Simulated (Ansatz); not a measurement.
Predict the output of the script below (the Ansatz DFT code, driven from Python).

Input file `albh5nsi.xyz`:
```text
9

B    -1.02160    0.80400   -0.00650
N    -0.20690    0.52720   -1.26520
Al    1.04510   -0.79270   -0.78080
Si   -0.06630   -0.48670    1.07510
H    -1.95340    1.59290    0.17890
H     0.32310    1.41570   -1.50630
H     2.32710   -1.60610   -1.38950
H    -0.96110   -1.61710    1.43420
H     0.60260    0.11650    2.24300
```

Script `albh5nsi.py`:
```python
import logging
import sys

import ansatz as az
import numpy as np

logging.basicConfig(stream=sys.stdout, format='%(name)s: %(message)s')
log = logging.getLogger('ansatz_job')
log.setLevel(logging.INFO)


def main() -> None:
    albh5nsi = az.Crystal.molecule_from_extxyz('albh5nsi.xyz')

    calculation = albh5nsi.calculation().basis(gaussian='def2-SVP').functional('hf')
    symbols = [site.symbol for site in albh5nsi.cartesian_sites]
    start = np.array([site.position_ang for site in albh5nsi.cartesian_sites], dtype=float)
    r = calculation.relax(force_tolerance=0.003, max_steps=100).run(threads=1, backend='cpu').report
    end = np.array(r['positions_ang'])

    log.info('bond        before    after (A)')
    for i, j in [(0, 1), (0, 3), (0, 4), (1, 2), (1, 5), (2, 3), (2, 6), (3, 7), (3, 8)]:
        d0, d1 = (np.linalg.norm(xyz[i] - xyz[j]) for xyz in (start, end))
        print(f'{symbols[i]}{i}-{symbols[j]}{j}'.ljust(10), f'{d0:8.4f} {d1:8.4f}')
    for i, j, k in [(1, 0, 3), (1, 0, 4), (3, 0, 4), (0, 1, 2), (0, 1, 5), (2, 1, 5), (1, 2, 3), (1, 2, 6)]:
        u, v = end[i] - end[j], end[k] - end[j]
        log.info(f'angle {symbols[i]}{i}-{symbols[j]}{j}-{symbols[k]}{k}: {np.degrees(np.arccos(np.clip(u @ v / np.linalg.norm(u) / np.linalg.norm(v), -1, 1))):.2f} deg')

    minimum = az.Crystal.molecule()
    for symbol, xyz in zip(symbols, end):
        minimum = minimum.atom(symbol, xyz.tolist())
    vibrating = minimum.calculation()
    vibrating = vibrating.basis(gaussian='def2-SVP')
    vibrating = vibrating.functional('hf')
    vibrating = vibrating.phonons(temperatures=(298.15, 498.15, 100))
    vib = vibrating.run(threads=1, backend='cpu').report['vibrations']
    sums = vib['harmonic_sums']
    modes = [m['omega_inv_cm'] for m in sums['modes_at_gamma'] if m['rigid_motion'] == 'no']
    print('frequencies (1/cm):', ' '.join(f'{w:.0f}' for w in modes))
    print('imaginary modes:', sum(w < 0 for w in modes), ' zero-point energy:', round(sums['zero_point_energy_ev'], 4), 'eV')
    log.info('T (K)   F_vib (eV)   S_vib (meV/K)   C_vib (meV/K)')
    for row in zip(sums['temperatures_k'], sums['vibrational_free_energy_ev'], vib['entropy_ev_per_k'], vib['heat_capacity_ev_per_k']):
        log.info(f'{row[0]:6.1f} {row[1]:11.4f} {1000 * row[2]:13.4f} {1000 * row[3]:15.4f}')


if __name__ == '__main__':
    main()
```

Running `python albh5nsi.py` prints:
```text
ansatz_job: bond        before    after (A)
B0-N1        1.5247   1.4130
B0-Si3       1.9361   2.0817
B0-H4        1.2349   1.2039
N1-Al2       1.8826   1.8263
N1-H5        1.0623   1.0031
Al2-Si3      2.1848   2.4332
Al2-H6       1.6357   1.5788
Si3-H7       1.4857   1.4859
Si3-H8       1.4749   1.4859
ansatz_job: angle N1-B0-Si3: 104.66 deg
ansatz_job: angle N1-B0-H4: 122.83 deg
ansatz_job: angle Si3-B0-H4: 132.52 deg
ansatz_job: angle B0-N1-Al2: 105.25 deg
ansatz_job: angle B0-N1-H5: 119.81 deg
ansatz_job: angle Al2-N1-H5: 134.94 deg
ansatz_job: angle N1-Al2-Si3: 80.69 deg
ansatz_job: angle N1-Al2-H6: 124.63 deg
frequencies (1/cm): 155 375 391 445 508 584 596 639 728 765 791 974 1011 1023 1291 1342 2018 2301 2308 2683 3811
imaginary modes: 0  zero-point energy: 1.5335 eV
ansatz_job: T (K)   F_vib (eV)   S_vib (meV/K)   C_vib (meV/K)
ansatz_job:  298.1      1.4957        0.3686          0.6135
ansatz_job:  398.1      1.4485        0.5761          0.8214
ansatz_job:  498.1      1.3807        0.7778          0.9782
```

The frequencies are harmonic and unscaled, in a modest basis. The result belongs to the one conformer reached from this start, and soft torsions count as harmonic oscillators. It ran for 2.3 min on 1 thread of Intel(R) Xeon(R) Platinum 8259CL CPU @ 2.50GHz (Skylake/Cascade Lake), on a shared host, peak memory 0.24 GiB.

(Lines on the test bed's own set-up are left out of the output.)
